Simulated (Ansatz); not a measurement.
Which YAML input does this script hand to the engine? (the Python package of Ansatz (0.2.0))

Script `energy_c3h5nse.py`:
```python
"""Single point of C3H5NSe."""

import warnings

import ansatz as az

BASIS = "def2-SVPD"
XC = "r2scan0"

warnings.simplefilter("ignore", az.DeckWarning)

c3h5nse = (
    az.Crystal.molecule()
    .atom("C", (-0.6262, -1.4804, -0.949))
    .atom("C", (-0.2051, -1.2922, 0.275))
    .atom("Se", (1.4844, -0.4815, 0.5638))
    .atom("C", (0.7855, 1.2625, 0.7275))
    .atom("N", (0.582, 1.9827, -0.3261))
    .atom("H", (-1.6455, -1.877, -1.1232))
    .atom("H", (-0.0714, -1.0965, -1.8124))
    .atom("H", (-0.7468, -1.6124, 1.1183))
    .atom("H", (0.3746, 1.6194, 1.7426))
    .atom("H", (0.1514, 2.9242, -0.2135))
)

model = (
    c3h5nse.calculation()
    .basis(gaussian=BASIS)  # atom-centred Gaussian functions
    .functional(XC)  # level of theory
    .scf(lower_state_search="standard")  # control of the self-consistency loop
)
data = model.session().plan(threads=1).execute().report

for key in ("converged", "free_energy_ev", "reference_energy_ev", "n_frozen", "n_occupied", "n_virtual"):
    print(f"{key:22s} {data[key]}")
```

```console
$ python energy_c3h5nse.py
converged              True
free_energy_ev         -70014.90058327607
reference_energy_ev    -70014.90058327607
n_frozen               0
n_occupied             [32, 32]
n_virtual              [129, 129]
```

`input.yaml`:
```yaml
crystal:
  periodic: [false, false, false]
  atoms:
    - { symbol: C, position_ang: [-0.6262, -1.4804, -0.949] }
    - { symbol: C, position_ang: [-0.2051, -1.2922, 0.275] }
    - { symbol: Se, position_ang: [1.4844, -0.4815, 0.5638] }
    - { symbol: C, position_ang: [0.7855, 1.2625, 0.7275] }
    - { symbol: "N", position_ang: [0.582, 1.9827, -0.3261] }
    - { symbol: H, position_ang: [-1.6455, -1.877, -1.1232] }
    - { symbol: H, position_ang: [-0.0714, -1.0965, -1.8124] }
    - { symbol: H, position_ang: [-0.7468, -1.6124, 1.1183] }
    - { symbol: H, position_ang: [0.3746, 1.6194, 1.7426] }
    - { symbol: H, position_ang: [0.1514, 2.9242, -0.2135] }
basis:
  gaussian:
    orbitals: def2-SVPD
hamiltonian:
  xc: r2scan0
scf:
  lower_state_search: standard
```

Reading the output:
- These settings explore the input space; basis and method may be short of convergence.
- The geometry is a force-field or estimated start, not a minimum of this method, and the basis set is short of its limit.
- Wall time of the script: 14 s on 1 thread of Arm Neoverse V1, with other jobs on the host, peak memory 0.42 GiB.

(A comment or docstring line of the script was reworded after the run, the code is as it ran; lines on the test bed's own set-up are left out of the output.)
